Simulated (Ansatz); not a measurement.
# RuF2: the cost of one run

Computed with Ansatz 0.2.0 (DFT PBE+U (U_eff = 8 eV on Ru d), plane waves, PAW, unless a step's input says otherwise).

### 1 The structure to begin with

The structure is trigonal, space group P-3m1 (No. 164). Conventional cell: a = 2.865 Å, b = 2.865 Å, c = 4.623 Å, α = 90.00°, β = 90.00°, γ = 120.00°. Ru (site symmetry -3m) has 6 F at 2.02 Å in its first shell of neighbours. Around F (site symmetry 3m) lie 3 Ru at 2.02 Å.

Coordinates:

```xyz
3
Lattice="2.8654 0.0000 0.0000 -1.4327 2.4815 0.0000 0.0000 0.0000 4.6225" Properties=species:S:1:pos:R:3 pbc="T T T"
Ru    0.0000    0.0000    0.0000
F     0.0000    1.6543    1.1649
F     1.4327    0.8272    3.4576
```

Magnetic order typed: ferromagnetic.

### 2 From atoms, symmetry kept, no search

Input file input.yaml:

```yaml
crystal:
  lattice:
    - [2.8654132, 0.0, 0.0]
    - [-1.4327066, 2.48152062, 0.0]
    - [0.0, 0.0, 4.6225062]
  atoms:
    - { symbol: Ru, position: [0.0, 0.0, 0.0], spin: 4.0 }
    - { symbol: F, position: [0.3333333333, 0.6666666667, 0.252] }
    - { symbol: F, position: [0.6666666667, 0.3333333333, 0.748] }
basis:
  ecutwfc: 420
  ecutrho_ratio: 4
kpoints:
  mp_grid: { grid: [8, 8, 4] }
hamiltonian:
  xc: pbe
  hubbard: { sites: [{ site: 0, l: d, u_eff: 8.0 }] }
scf:
  occupations: { method: gaussian, width: 0.05 }
  lower_state_search: "off"
  max_iter: 150
output:
  forces: true
  stress: true
  eigenvalues: true
  populations: true
  hubbard: { sites: [{ site: 0, l: d }] }
magnetization:
  spin_polarized: true
```

On the command line:

```sh
$ ansatz run input.yaml --threads 2 --pin off --max-ram 3072MiB --backend cpu --events-out ev --progress --plain --runs-dir out
```

What time and memory should one allow on 2 threads of Arm Neoverse N1, shared host?

About 5.5 s, with a peak of 0.36 GiB.
